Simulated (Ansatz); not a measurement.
The system is NiMoIrPdW.

```
Ni Mo Pd Ir W
1.0
     2.76078    0.00000    0.00000
    -1.38039    2.39090    0.00000
     0.00000    0.00000   11.34051
Ni Mo Pd Ir W
1 1 1 1 1
Direct
  0.00000 0.00000 0.70917
  0.66667 0.33333 0.29425
  0.66667 0.33333 0.89901
  0.00000 0.00000 0.10604
  0.66667 0.33333 0.52921
```

The cell was built by a generator and needn't be a form met in nature.

* Program: Ansatz 0.2.0
* Task: relaxation of cell and atoms
* Functional: PBE
* Dispersion: D3(BJ)
* Potentials or basis: Ansatz PAW
* Cutoff: 420 eV (not typed: the program's choice for these potentials)
* k mesh: 8 × 8 × 2
* Occupations: fermi-dirac, width 0.05 eV
* Spin: collinear spin, ferromagnetic start
* Starting moments: [1.0, 1.0, 0.0, 0.6, 0.0] μB

At the start: volume 14.97 Å³/atom.

Q: Where does the relaxation end?

A: It ends after 8 steps and the volume is 14.52 Å³/atom (-3.0 %); space group P3m1 (No. 156, to 0.05 Å); moment 0.00 μB per cell.

The path:
```csv
step,energy change (eV),largest force (eV/Å),volume (Å³)
1,0.0000,0.3012,74.86
2,-0.0521,0.0231,72.85
3,-0.0525,0.1438,72.54
4,-0.0532,0.0083,72.59
5,-0.0532,0.0027,72.60
6,-0.0522,0.0027,72.60
7,-0.0522,0.0008,72.61
8,-0.0522,0.0008,72.61
```

Final structure:
```xyz
5
Lattice="2.7370 0.0000 0.0000 -1.3685 2.3703 0.0000 0.0000 0.0000 11.1920" Properties=species:S:1:pos:R:3 pbc="T T T"
Ni    0.0000    0.0000    7.9521
Mo    1.3685    0.7901    3.3051
Pd    1.3685    0.7901   10.0567
Ir    0.0000    0.0000    1.1594
W     1.3685    0.7901    5.9284
```

Caveat: the plane-wave basis is chosen anew once the cell has moved, so the energies of steps on either side of that aren't comparable; pairwise dispersion overbinds metals, which lowers pressure and volume; the starting moments weren't kept.
